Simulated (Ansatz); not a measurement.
# C2H8SiSn: up Jacob's ladder to CCSD(T)

Aim: compute C2H8SiSn with functionals from several rungs and with coupled cluster, and see how far each lands from CCSD(T) at the basis-set limit for the atomisation energy.

The runs use Ansatz 0.2.0, Gaussian basis; functionals in def2-TZVPP, the program's frozen cores in correlated methods.

Plan: LDA (SPW92), PBE-D4, revPBE-D4, BLYP-D4, r2SCAN-D4, B97M-V, PBE0-D4, B3LYP-D4, r2SCANh-D4, r2SCAN0-D4, HSE06-D4, BHLYP-D4, CAM-B3LYP-D4, LC-ωPBE, ωB97X-V, ωB97M-V, B2PLYP, PBE-QIDH; CCSD(T)/def2-SVP; CCSD(T)/def2-TZVPP; MP2/def2-QZVPP; extrapolation to the limit; RPA on PBE.

**1. The geometry**

All runs share one geometry, relaxed beforehand with PBE0-D4 in a triple-zeta def2 set. Sn takes the def2 core potential; no spin-orbit term is included.

12 atoms, charge 0, spin multiplicity 1.

Atoms are counted from 1 here; the program's logs count them from 0.

Bond lengths: C1–Si2 1.890 Å, C1–Sn4 2.175 Å, C1–H5 1.090 Å, C1–H6 1.090 Å, Si2–C3 1.890 Å, Si2–H7 1.491 Å, Si2–H8 1.491 Å, C3–Sn4 2.175 Å, C3–H9 1.090 Å, C3–H10 1.090 Å, Sn4–H11 1.709 Å, Sn4–H12 1.709 Å. Angles: Si2–C1–Sn4 89.3°, Si2–C1–H5 115.5°, Si2–C1–H6 115.4°, Sn4–C1–H5 113.6°, Sn4–C1–H6 113.5°, H5–C1–H6 108.7°, C1–Si2–C3 98.8°, C1–Si2–H7 112.4°, C1–Si2–H8 112.4°, C3–Si2–H7 112.4°, C3–Si2–H8 112.4°, H7–Si2–H8 108.3°, Si2–C3–Sn4 89.3°, Si2–C3–H9 115.4°, Si2–C3–H10 115.4°, Sn4–C3–H9 113.5°, Sn4–C3–H10 113.6°, H9–C3–H10 108.7° and more.

Coordinates:

```csv
atom,x (Å),y (Å),z (Å)
C1,-0.50719,0.15364,-1.33231
Si2,1.13237,0.54443,-0.47677
C3,0.70592,-0.07056,1.25896
Sn4,-1.27160,-0.62920,0.54711
H5,-0.45547,-0.59192,-2.12632
H6,-1.06062,1.01791,-1.70081
H7,1.45330,2.00001,-0.50113
H8,2.27707,-0.19841,-1.07688
H9,0.68876,0.69447,2.03578
H10,1.29594,-0.91575,1.61466
H11,-1.61017,-2.30386,0.56078
H12,-2.57130,0.24395,1.23104
```

**2. LDA**

This LDA is Slater exchange with PW92 correlation.

in.yaml

```yaml
crystal:
  periodic: [false, false, false]
  atoms:
    - {symbol: C, position_ang: [-0.507194, 0.153641, -1.332315]}
    - {symbol: Si, position_ang: [1.132365, 0.544428, -0.476771]}
    - {symbol: C, position_ang: [0.705918, -0.070563, 1.258958]}
    - {symbol: Sn, position_ang: [-1.271599, -0.629196, 0.547107]}
    - {symbol: H, position_ang: [-0.455472, -0.591918, -2.126321]}
    - {symbol: H, position_ang: [-1.060617, 1.017913, -1.700809]}
    - {symbol: H, position_ang: [1.453296, 2.000007, -0.501134]}
    - {symbol: H, position_ang: [2.277068, -0.198411, -1.076879]}
    - {symbol: H, position_ang: [0.688763, 0.694466, 2.035781]}
    - {symbol: H, position_ang: [1.295937, -0.915752, 1.614659]}
    - {symbol: H, position_ang: [-1.610168, -2.303864, 0.560779]}
    - {symbol: H, position_ang: [-2.571296, 0.243949, 1.231044]}
basis:
  gaussian: {orbitals: def2-TZVPP}
hamiltonian: {xc: lda}
output: {orbitals: {seedname: orbitals}}
```

Further steps of the session: PBE-D4 (GGA); revPBE-D4 (GGA); BLYP-D4 (GGA); r2SCAN-D4 (meta-GGA); B97M-V (meta-GGA); PBE0-D4 (hybrid); B3LYP-D4 (hybrid); r2SCANh-D4 (hybrid); r2SCAN0-D4 (hybrid); HSE06-D4 (hybrid); BHLYP-D4 (hybrid); CAM-B3LYP-D4 (range-separated); LC-ωPBE (range-separated); ωB97X-V (range-separated); ωB97M-V (range-separated); B2PLYP (double hybrid); PBE-QIDH (double hybrid); CCSD(T) in def2-SVP; CCSD(T) in def2-TZVPP; MP2 in def2-QZVPP; RPA on PBE orbitals.

Q: Predict the results of all the runs planned. Wanted: atomisation energy, CCSD(T)/CBS; farthest beyond LDA; mean size of error, GGA; mean size of error, meta-GGA; mean size of error, hybrid; mean size of error, range-separated; mean size of error, double hybrid; gap, smallest and largest; T1 diagnostic.

As calculated:

| quantity | value |
| --- | --- |
| atomisation energy, CCSD(T)/CBS | 41.039 eV |
| functionals within 0.410 eV (1.0 %) | PBE-D4, r2SCAN-D4, B97M-V, PBE0-D4, r2SCANh-D4, HSE06-D4, CAM-B3LYP-D4, ωB97X-V, ωB97M-V |
| farthest beyond LDA | BHLYP-D4 (-1.022 eV) |
| mean size of error, GGA | 0.601 eV |
| mean size of error, meta-GGA | 0.183 eV |
| mean size of error, hybrid | 0.496 eV |
| mean size of error, range-separated | 0.227 eV |
| mean size of error, double hybrid | 0.656 eV |
| gap, smallest and largest | 5.09 eV (LDA (SPW92)), 11.48 eV (LC-ωPBE) |
| T1 diagnostic | 0.0120 |
| triples share of the correlation energy | 3.6 % |

What this shows: LDA overbinds by 4.851 eV (12 %). PBE-D4 misses by -0.096 eV. Double hybrids carry the basis error of their MP2 part in triple zeta, and no dispersion term here, so their miss is partly the set-up's. The rungs meta-GGA, range-separated miss on average by less than the doubt on the reference (0.410 eV), so they tie. The reference freezes the cores and leaves out spin-orbit coupling and excitations past (T), and its outer-core shells are covered unevenly, so misses under about 0.410 eV can't be ranked. All levels share the lack of spin-orbit coupling, which lowers the free heavy atoms and so the true binding. Hartree-Fock recovers 74 % of the binding; the rest is correlation. CCSD(T) in def2-SVP is off by -2.689 eV, which most functionals beat. Orbital gaps span 5.1 to 11.5 eV; exact exchange widens them. Correlated methods include outer-core shells of Sn, which these sets cover unevenly.
